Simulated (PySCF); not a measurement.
**Fe, Fe⁺, Fe²⁺: ionisation energies in def2-QZVPPD**

Each state of iron is computed at each level; their differences give the ionisation energy. How far do the methods differ?

Method: unrestricted determinants in a Gaussian basis, no spin-orbit coupling in the energies. Code: PySCF 2.14.0.

**1. What is computed**

```
Element                                   : iron (Z = 26)
Basis                                     : def2-QZVPPD (11s6p5d4f2g, 100 functions)
Hamiltonian                               : the non-relativistic Hamiltonian (point nucleus)
State 1                                   : Fe: [Ar] 3d6 4s2, high-spin 5D determinant
State 2                                   : Fe⁺: [Ar] 3d6 4s1, high-spin 6D determinant
State 3                                   : Fe²⁺: [Ar] 3d6, high-spin 5D determinant
Methods                                   : CCSD(T)
Core shells frozen in the correlated runs : valence: [Ar] (for Fe)
```

The outer shells:

Fe [Ar] 3d6 4s2
```
[Ar] core
3d [↑↓][↑ ][↑ ][↑ ][↑ ]
4s [↑↓]
```

Fe+ [Ar] 3d6 4s1
```
[Ar] core
3d [↑↓][↑ ][↑ ][↑ ][↑ ]
4s [↑ ]
```

Fe2+ [Ar] 3d6
```
[Ar] core
3d [↑↓][↑ ][↑ ][↑ ][↑ ]
```

The runs were made by one driver on top of PySCF. The scripts below sum up each run's settings (the driver also hands on starting orbitals that pick excited configurations, and frozen orbitals as a list rather than a count), and the logs come from the driver's own runs. The driver starts from symmetry-adapted Hartree-Fock orbitals, holds the occupation by maximum overlap and uses a logarithmic radial grid for functionals, so a plain start would take other cycles.

The integrals over 100 functions and the set-up took 1.3 s of CPU time.

**2. Fe: CCSD(T) (valence)**

CCSD(T) (valence):

File input.py:

```python
from pyscf import gto, scf, dft, mp, cc
import basis_set_exchange as bse
mol = gto.M(atom="Fe 0 0 0", charge=0, spin=4, symmetry="D2h",
            basis=gto.basis.parse(bse.get_basis("def2-QZVPPD", elements=["Fe"], fmt="nwchem")))
mf = scf.UHF(mol)
mf.irrep_nelec = {'Ag': (6, 4), 'B1g': (1, 1), 'B2g': (1, 0), 'B3g': (1, 0), 'B1u': (2, 2), 'B2u': (2, 2), 'B3u': (2, 2)}
mf.kernel()
mycc = cc.CCSD(mf, frozen=9).run()
mycc.ccsd_t()
```

Log:

```text
CC2 = 0
CCSD nocc = (np.int64(6), np.int64(2)), nmo = (91, 91)
frozen orbitals [[0, 1, 2, 3, 4, 5, 6, 7, 8], [0, 1, 2, 3, 4, 5, 6, 7, 8]]
max_cycle = 100
direct = 0
conv_tol = 1e-08
conv_tol_normt = 1e-06
diis_space = 8
diis_start_cycle = 0
Init t2, MP2 energy = -0.18955554259057
Init E_corr(UCCSD) = -0.189555542592529
cycle = 1  E_corr(UCCSD) = -0.192284512123232  dE = -0.00272896953  norm(t1,t2) = 0.0741011
cycle = 2  E_corr(UCCSD) = -0.196635097561986  dE = -0.00435058544  norm(t1,t2) = 0.0302053
cycle = 3  E_corr(UCCSD) = -0.198692769286808  dE = -0.00205767172  norm(t1,t2) = 0.0155648
cycle = 4  E_corr(UCCSD) = -0.199227754066638  dE = -0.00053498478  norm(t1,t2) = 0.00357487
cycle = 5  E_corr(UCCSD) = -0.199252552578668  dE = -2.4798512e-05  norm(t1,t2) = 0.00156878
cycle = 6  E_corr(UCCSD) = -0.199264519684919  dE = -1.19671063e-05  norm(t1,t2) = 0.000799544
cycle = 7  E_corr(UCCSD) = -0.199284753095738  dE = -2.02334108e-05  norm(t1,t2) = 0.000444937
cycle = 8  E_corr(UCCSD) = -0.199284007465628  dE = 7.45630109e-07  norm(t1,t2) = 0.000196022
cycle = 9  E_corr(UCCSD) = -0.199282747206225  dE = 1.2602594e-06  norm(t1,t2) = 0.000115355
cycle = 10  E_corr(UCCSD) = -0.19928310982471  dE = -3.62618485e-07  norm(t1,t2) = 5.3599e-05
cycle = 11  E_corr(UCCSD) = -0.199283436489684  dE = -3.26664974e-07  norm(t1,t2) = 2.77154e-05
cycle = 12  E_corr(UCCSD) = -0.19928286251575  dE = 5.73973934e-07  norm(t1,t2) = 1.56928e-05
cycle = 13  E_corr(UCCSD) = -0.19928283886424  dE = 2.365151e-08  norm(t1,t2) = 1.12276e-05
cycle = 14  E_corr(UCCSD) = -0.199282747089482  dE = 9.17747573e-08  norm(t1,t2) = 9.76188e-06
cycle = 15  E_corr(UCCSD) = -0.199282885327361  dE = -1.38237878e-07  norm(t1,t2) = 7.86966e-06
cycle = 16  E_corr(UCCSD) = -0.199282917856408  dE = -3.25290471e-08  norm(t1,t2) = 4.62465e-06
cycle = 17  E_corr(UCCSD) = -0.199282856878416  dE = 6.09779919e-08  norm(t1,t2) = 2.65037e-06
cycle = 18  E_corr(UCCSD) = -0.19928282490443  dE = 3.19739855e-08  norm(t1,t2) = 1.39415e-06
cycle = 19  E_corr(UCCSD) = -0.199282824969445  dE = -6.50143273e-11  norm(t1,t2) = 7.84981e-07
UCCSD converged
E(UCCSD) = -1262.653757741927  E_corr = -0.1992828249694446
UCCSD(T) correction = -0.00719791271502829
```

CPU time 50 s on a shared host, the integrals not counted.

CCSD correlation -0.19928 hartree, triples -0.00720; total -1262.660956. T1 = 0.024, largest double amplitude 0.071.

**3. Fe⁺: CCSD(T) (valence)**

CCSD(T) (valence):

File input.py:

```python
from pyscf import gto, scf, dft, mp, cc
import basis_set_exchange as bse
mol = gto.M(atom="Fe 0 0 0", charge=1, spin=5, symmetry="D2h",
            basis=gto.basis.parse(bse.get_basis("def2-QZVPPD", elements=["Fe"], fmt="nwchem")))
mf = scf.UHF(mol)
mf.irrep_nelec = {'Ag': (6, 3), 'B1g': (1, 1), 'B2g': (1, 0), 'B3g': (1, 0), 'B1u': (2, 2), 'B2u': (2, 2), 'B3u': (2, 2)}
mf.kernel()
mycc = cc.CCSD(mf, frozen=9).run()
mycc.ccsd_t()
```

Log:

```text
CC2 = 0
CCSD nocc = (np.int64(6), np.int64(1)), nmo = (91, 91)
frozen orbitals [[0, 1, 2, 3, 4, 5, 6, 7, 8], [0, 1, 2, 3, 4, 5, 6, 7, 8]]
max_cycle = 100
direct = 0
conv_tol = 1e-08
conv_tol_normt = 1e-06
diis_space = 8
diis_start_cycle = 0
Init t2, MP2 energy = -0.149818766393563
Init E_corr(UCCSD) = -0.149818766398921
cycle = 1  E_corr(UCCSD) = -0.151133850504184  dE = -0.00131508411  norm(t1,t2) = 0.0326331
cycle = 2  E_corr(UCCSD) = -0.152633298091305  dE = -0.00149944759  norm(t1,t2) = 0.0110068
cycle = 3  E_corr(UCCSD) = -0.153027366716598  dE = -0.000394068625  norm(t1,t2) = 0.00557521
cycle = 4  E_corr(UCCSD) = -0.153244666939913  dE = -0.000217300223  norm(t1,t2) = 0.00194649
cycle = 5  E_corr(UCCSD) = -0.153255133125751  dE = -1.04661858e-05  norm(t1,t2) = 0.000831241
cycle = 6  E_corr(UCCSD) = -0.153259832444579  dE = -4.69931883e-06  norm(t1,t2) = 0.000225661
cycle = 7  E_corr(UCCSD) = -0.153264562611353  dE = -4.73016677e-06  norm(t1,t2) = 9.20103e-05
cycle = 8  E_corr(UCCSD) = -0.153263981717192  dE = 5.80894161e-07  norm(t1,t2) = 2.6953e-05
cycle = 9  E_corr(UCCSD) = -0.153263712680856  dE = 2.69036336e-07  norm(t1,t2) = 6.94278e-06
cycle = 10  E_corr(UCCSD) = -0.153263691685912  dE = 2.09949447e-08  norm(t1,t2) = 2.3682e-06
cycle = 11  E_corr(UCCSD) = -0.15326370489835  dE = -1.32124381e-08  norm(t1,t2) = 1.05186e-06
cycle = 12  E_corr(UCCSD) = -0.153263704157808  dE = 7.40541989e-10  norm(t1,t2) = 2.53926e-07
UCCSD converged
E(UCCSD) = -1262.373950309784  E_corr = -0.1532637041578076
UCCSD(T) correction = -0.00357189903413346
```

It used 34 s of CPU time after the integrals (shared host).

CCSD correlation -0.15326 hartree, triples -0.00357; total -1262.377522. T1 = 0.011, largest double amplitude 0.018.

**4. Fe²⁺: CCSD(T) (valence)**

CCSD(T) (valence):

File input.py:

```python
from pyscf import gto, scf, dft, mp, cc
import basis_set_exchange as bse
mol = gto.M(atom="Fe 0 0 0", charge=2, spin=4, symmetry="D2h",
            basis=gto.basis.parse(bse.get_basis("def2-QZVPPD", elements=["Fe"], fmt="nwchem")))
mf = scf.UHF(mol)
mf.irrep_nelec = {'Ag': (5, 3), 'B1g': (1, 1), 'B2g': (1, 0), 'B3g': (1, 0), 'B1u': (2, 2), 'B2u': (2, 2), 'B3u': (2, 2)}
mf.kernel()
mycc = cc.CCSD(mf, frozen=9).run()
mycc.ccsd_t()
```

Log:

```text
CC2 = 0
CCSD nocc = (np.int64(5), np.int64(1)), nmo = (91, 91)
frozen orbitals [[0, 1, 2, 3, 4, 5, 6, 7, 8], [0, 1, 2, 3, 4, 5, 6, 7, 8]]
max_cycle = 100
direct = 0
conv_tol = 1e-08
conv_tol_normt = 1e-06
diis_space = 8
diis_start_cycle = 0
Init t2, MP2 energy = -0.128079990228016
Init E_corr(UCCSD) = -0.128079990232522
cycle = 1  E_corr(UCCSD) = -0.129873042081886  dE = -0.00179305185  norm(t1,t2) = 0.0184927
cycle = 2  E_corr(UCCSD) = -0.130544259155591  dE = -0.000671217074  norm(t1,t2) = 0.00518113
cycle = 3  E_corr(UCCSD) = -0.130698905420991  dE = -0.000154646265  norm(t1,t2) = 0.00282861
cycle = 4  E_corr(UCCSD) = -0.130788177740826  dE = -8.92723198e-05  norm(t1,t2) = 0.00113902
cycle = 5  E_corr(UCCSD) = -0.130787504302882  dE = 6.73437944e-07  norm(t1,t2) = 0.000421861
cycle = 6  E_corr(UCCSD) = -0.130788868724852  dE = -1.36442197e-06  norm(t1,t2) = 9.95776e-05
cycle = 7  E_corr(UCCSD) = -0.130789382908614  dE = -5.14183762e-07  norm(t1,t2) = 4.2657e-05
cycle = 8  E_corr(UCCSD) = -0.130789046309651  dE = 3.36598963e-07  norm(t1,t2) = 1.55096e-05
cycle = 9  E_corr(UCCSD) = -0.130789052033705  dE = -5.72405379e-09  norm(t1,t2) = 7.10573e-06
cycle = 10  E_corr(UCCSD) = -0.130789095514401  dE = -4.34806963e-08  norm(t1,t2) = 3.13411e-06
cycle = 11  E_corr(UCCSD) = -0.130789107265513  dE = -1.17511118e-08  norm(t1,t2) = 1.08317e-06
cycle = 12  E_corr(UCCSD) = -0.130789106937214  dE = 3.2829911e-10  norm(t1,t2) = 3.84919e-07
UCCSD converged
E(UCCSD) = -1261.796242593466  E_corr = -0.1307891069372141
UCCSD(T) correction = -0.00219843831868603
```

It used 31 s of CPU time after the integrals (shared host).

CCSD correlation -0.13079 hartree, triples -0.00220; total -1261.798441. T1 = 0.005, largest double amplitude 0.017.

**5. Differences of total energies**

Ionisation energy: Fe [Ar] 3d6 4s2 (5D) → Fe⁺ [Ar] 3d6 4s1 (6D).

```tsv
method	value (eV)	less the reference (eV)
UHF	6.362	-1.542
MP2 (valence)	7.443	-0.461
SCS-MP2 (valence)	7.629	-0.275
CCSD (valence)	7.614	-0.290
CCSD(T) (valence)	7.713	-0.192
```

Reference: 7.904 eV (measured; NIST levels, between the centres of gravity of the two terms). The calculation is non-relativistic, which matters at this Z. Errors of the correlated levels include the incompleteness of this basis.

Ionisation energy: Fe⁺ [Ar] 3d6 4s1 (6D) → Fe²⁺ [Ar] 3d6 (5D).

```tsv
method	value (eV)	less the reference (eV)
UHF	15.109	-1.091
MP2 (valence)	15.700	-0.499
SCS-MP2 (valence)	15.449	-0.750
CCSD (valence)	15.720	-0.479
CCSD(T) (valence)	15.758	-0.442
```

Reference: 16.199 eV (measured; NIST Atomic Spectra Database, ionization energies). The calculation is non-relativistic, which matters at this Z. Errors of the correlated levels include the incompleteness of this basis.

The runs at UHF, MP2 (valence) are not shown; their differences are listed all the same.

**6. What came out**

```
              quantity                                                      value
 ionisation energy, Fe     UHF 6.362, CCSD(T) (valence) 7.713 eV; reference 7.904
ionisation energy, Fe⁺  UHF 15.109, CCSD(T) (valence) 15.758 eV; reference 16.199
```

Accuracy by level (over 2 differences):

```tsv
method	mean absolute miss against CCSD(T) (valence) (eV)
UHF	1.000
MP2 (valence)	0.164
SCS-MP2 (valence)	0.196
CCSD (valence)	0.068
CCSD(T) (valence)	0.000
```

For the first difference the methods span 1.351 eV, from UHF (6.362) to CCSD(T) (valence) (7.713). The reference is uncertain or not like for like (spin-orbit coupling or other relativistic terms), so no ranking of close methods is drawn. All values hold for this basis alone; no basis-set limit was taken.
